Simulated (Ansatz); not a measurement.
# SnH2− (doublet): inputs that go wrong at a displaced geometry (v2)

3 inputs are run for SnH2− (doublet) as typed; the log has to tell whether the result can be used and what must change.

The runs use Ansatz 0.2.0, Gaussian basis; the settings change from run to run.

12 further runs of the same task are left out: 3 that didn't finish, 9 set aside as unsound or not needed.

## 1. The system

The geometry is a PBE0/def2-TZVPD stationary point (not a proven minimum) with its atoms shifted at random (size 0.100 Å). No spin-orbit coupling is included. Elements past krypton take def2 core potentials.

3 atoms, charge -1, spin multiplicity 2.

Atoms are counted from 1 here; the program's logs count them from 0.

Bond lengths: Sn1–H2 1.809 Å, Sn1–H3 1.792 Å. Angles: H2–Sn1–H3 91.0°.

## 2. Try 1

Input file in.yaml:

```yaml
crystal:
  periodic: [false, false, false]
  atoms:
    - {symbol: Sn, position_ang: [0.002113, -0.020958, -0.000125]}
    - {symbol: H, position_ang: [-0.162761, 1.250393, -1.276626]}
    - {symbol: H, position_ang: [-0.086140, 1.217963, 1.291387]}
basis:
  gaussian: {orbitals: def2-SVPD}
total_charge: -1
magnetization: {spin_polarized: false, initial_magnetization: 1}
correlation: {method: sc_nevpt2, electrons: outside_noble_gas, active_space: {window: {electrons: 1, orbitals: 8}, states: [{multiplicity: 2, weights: [1, 1, 1]}]}}
output: {forces: true}
```

Launch:

```sh
$ ansatz run in.yaml --threads 1 --pin off --events-out ev --progress --plain --max-ram 2393MiB
```

Log:

```text
Functional definition: HF
  name "HF"
  cite "Fock, Z. Phys. 61, 126 (1930) doi:10.1007/BF01340294"
  parent pbe
  exchange = exact_x
  correlation = 0
998 factors; integrals over basis functions are off by at most 2.0e-7 eV
mean field evaluation 1: about -5836.0357 eV, gradient 9.1e0 eV
mean field evaluation 2: about -5836.0428 eV, gradient 9.2e0 eV
mean field evaluation 4: about -5836.4676 eV, gradient 8.7e-1 eV
mean field evaluation 8: about -5836.4748 eV, gradient 1.8e-1 eV
mean field -5836.47523780 eV, -214.4865088841 hartree, gradient 4.1e-6 eV, S^2 0.750000; 0 other end points of the search recorded, 0 dependent functions left out
reference -5836.47523780 eV, -214.4865088841 hartree; 13, 12 occupied and 35, 36 virtual orbitals, 998 factors
state -5836.41695523 eV, -214.4843670391 hartree
state -5834.06445453 eV, -214.3979142330 hartree
state -5833.44610476 eV, -214.3751902980 hartree
state -5836.41695523 eV, -214.4843670391 hartree; corrected -5839.06256761 eV, -214.5815915007 hartree
state -5834.06445453 eV, -214.3979142330 hartree; corrected -5836.57348141 eV, -214.4901192704 hartree
state -5833.44610476 eV, -214.3751902980 hartree; corrected -5835.95257802 eV, -214.4673014916 hartree
WARN: 5 active orbitals are nearly empty or full. The corrections depend on them more than the energy does, and are more stable in an active space without them
the calculation of the forces begins
Error: an active orbital is full or empty, and SC-NEVPT2 has no forces then: leave it out of the active space
```

Wall time 2.3 s (1 thread of Arm Neoverse V1, shared host).

**Diagnosis.** The run stopped with an error. It says: «an active orbital is full or empty, and SC-NEVPT2 has no forces then: leave it out of the active space». Cure: drop the forces, or choose an active space whose orbitals are all partly filled.

## 3. Try 2

Input file in.yaml:

```yaml
crystal:
  periodic: [false, false, false]
  atoms:
    - {symbol: Sn, position_ang: [0.002113, -0.020958, -0.000125]}
    - {symbol: H, position_ang: [-0.162761, 1.250393, -1.276626]}
    - {symbol: H, position_ang: [-0.086140, 1.217963, 1.291387]}
basis:
  gaussian: {orbitals: def2-SVP}
total_charge: -1
correlation: {active_space: {window: {electrons: 3, orbitals: 3}}}
magnetization: {spin_polarized: true, initial_magnetization: 1}
```

Launched as before.

Log:

```text
Error: invalid value for `correlation.active_space`: it starts from restricted Hartree–Fock orbitals; set hamiltonian.xc: hf without magnetization.spin_polarized
```

Run time: 0.03 s. Hardware: 1 thread of Arm Neoverse V1, shared host.

Diagnosis: The run was refused. An active space is asked on unrestricted orbitals. Cure: drop spin_polarized: true.

## 4. Try 3

Input file in.yaml:

```yaml
crystal:
  periodic: [false, false, false]
  atoms:
    - {symbol: Sn, position_ang: [0.001118, -0.011091, -0.000066]}
    - {symbol: H, position_ang: [-0.086133, 0.661708, -0.675590]}
    - {symbol: H, position_ang: [-0.045585, 0.644546, 0.683402]}
basis:
  gaussian: {orbitals: def2-SVP}
total_charge: -1
magnetization: {spin_polarized: true, initial_magnetization: 1}
hamiltonian: {xc: hf}
output: {orbitals: {seedname: orbitals}}
```

Launched as before.

Log:

```text
Functional definition: HF
  name "HF"
  cite "Fock, Z. Phys. 61, 126 (1930) doi:10.1007/BF01340294"
  parent pbe
  exchange = exact_x
  correlation = 0
444 factors; integrals over basis functions are off by at most 3.1e-4 eV
mean field evaluation 1: about -5804.5605 eV, gradient 1.6e1 eV
mean field evaluation 2: about -5804.5702 eV, gradient 1.6e1 eV
mean field evaluation 4: about -5805.9297 eV, gradient 1.1e0 eV
mean field evaluation 8: about -5805.9483 eV, gradient 7.3e-4 eV
mean field evaluation 16: about -5805.6653 eV, gradient 1.1e0 eV
mean field evaluation 32: about -5805.9285 eV, gradient 3.3e-1 eV
mean field -5805.94826331 eV, -213.3646632634 hartree, gradient 1.9e-5 eV, S^2 0.761054; 0 other end points of the search recorded, 0 dependent functions left out
reference -5805.94826331 eV, -213.3646632634 hartree; 13, 12 occupied and 23, 24 virtual orbitals, 444 factors
Total energy: -5805.94826331 eV, -213.3646632634 hartree
```

It took 0.39 s on 1 thread of Arm Neoverse V1, shared host.

Diagnosis: The run converged, which proves nothing about the input. The coordinates are scaled by the bohr-ångström factor. The shortest distance is 0.95 Å, against 1.79 Å in the geometry of step 1. Its energy belongs to another geometry. Cure: restore the coordinates in ångström.

## 5. Summary

```tsv
try	level	ended	cause	time
1	NEVPT2(1,8)/def2-SVPD	stopped by an error	an active orbital is full or empty, and SC-NEVPT2 has no forces then: leave it out of the active space	2.3 s
2	CASSCF(3,3)/def2-SVP	refused	an active space is asked on unrestricted orbitals	0.03 s
3	HF/def2-SVP	converged	the coordinates are scaled by the bohr-ångström factor	0.39 s
```

1 stopped by an error, 1 refused, 1 converged. The input that converges on a wrong geometry or spin is the dangerous one: no error points at it, so geometry and ⟨S²⟩ have to be checked.
